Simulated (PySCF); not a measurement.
# Ways to converge the SCF of GeS⁺

The same problem is solved with other solver options, one edit a run.

Method: method and basis as typed in the scripts; program: PySCF 2.14.0.

1 further run of the same task is left out (it didn't finish).

## (1) The starting structure

GeS⁺: 2 atoms, charge 1, spin multiplicity 2.

Bond lengths: Ge1–S2 2.245 Å.

## (2) Base script

The input, input.py:

```python
from pyscf import gto, scf, mp

mol = gto.M(
    atom='Ge 0 0 0; S 0 0 2.245',
    basis='lanl2dz',
    ecp={'Ge': 'lanl2dz', 'S': 'lanl2dz'},
    charge=1,
    spin=1,
    verbose=3,
)
mf = scf.UHF(mol)
mf = mf.density_fit(auxbasis='def2-universal-jkfit')
mf.kernel()
mp.MP2(mf).kernel()
mf.dip_moment()
print('orbital energies (hartree):', [e[max(0, n-3):n+3].round(4) for e, n in zip(mf.mo_energy, mol.nelec)])
```

Launch:

```
> python input.py
```

The log of this run is left out.

In short: E(SCF) = -13.190249 Eh, E(MP2) − E(SCF) = -0.07833 Eh, ⟨S²⟩ = 0.930.

The bond length is a typed value, not an optimised one. The dipole of an ion depends on the origin.

## (3) Level shift 0.3 hartree

Run 1 changes level shift: none → 0.3 hartree.

The input, input.py:

```python
from pyscf import gto, scf, mp

mol = gto.M(
    atom='Ge 0 0 0; S 0 0 2.245',
    basis='lanl2dz',
    ecp={'Ge': 'lanl2dz', 'S': 'lanl2dz'},
    charge=1,
    spin=1,
    verbose=3,
)
mf = scf.UHF(mol)
mf = mf.density_fit(auxbasis='def2-universal-jkfit')
mf.level_shift = 0.3
mf.kernel()
mp.MP2(mf).kernel()
mf.dip_moment()
print('orbital energies (hartree):', [e[max(0, n-3):n+3].round(4) for e, n in zip(mf.mo_energy, mol.nelec)])
```

Launch:

```
> python input.py
```

## (4) Point-group symmetry on

Run 2 changes point-group symmetry: off → on.

input.py, as its differences from that of step 2:

```diff
@@ -8,2 +8,3 @@
     spin=1,
+    symmetry=True,
     verbose=3,
```

## (5) Convergence threshold 1e-16 hartree

Run 3 changes convergence threshold: default → 1e-16 hartree.

input.py, as its differences from that of step 2:

```diff
@@ -12,2 +12,3 @@
 mf = mf.density_fit(auxbasis='def2-universal-jkfit')
+mf.conv_tol = 1e-16
 mf.kernel()
```

## (6) Convergence threshold 0.001 hartree

Run 4 changes convergence threshold: default → 0.001 hartree.

input.py, as its differences from that of step 2:

```diff
@@ -12,2 +12,3 @@
 mf = mf.density_fit(auxbasis='def2-universal-jkfit')
+mf.conv_tol = 0.001
 mf.kernel()
```

Before running it: what results should come out? Wanted: for each run, E(SCF); from base; after the SCF.

As calculated:

| run | E(SCF) (hartree) | from base (eV) | after the SCF |
| --- | --- | --- | --- |
| base | -13.190249 | 0 | MP2 correlation -2.131 eV |
| level shift 0.3 hartree | -13.222856 | -0.8873 | MP2 correlation -1.743 eV |
| point-group symmetry on | -13.190249 | 0.0000 | MP2 correlation -2.131 eV |
| convergence threshold 1e-16 hartree | -13.190249 | 0.0000 | MP2 correlation -2.131 eV |
| convergence threshold 0.001 hartree (poor choice) | -13.188818 | not comparable | MP2 correlation -2.257 eV |

What this shows: With point-group symmetry on or convergence threshold 1e-16 hartree the SCF ends at the base energy. With level shift 0.3 hartree the SCF ends in another solution, 0.89 eV lower: the path to self-consistency decides the state here. Rows marked «poor choice» come from settings spoiled on purpose.
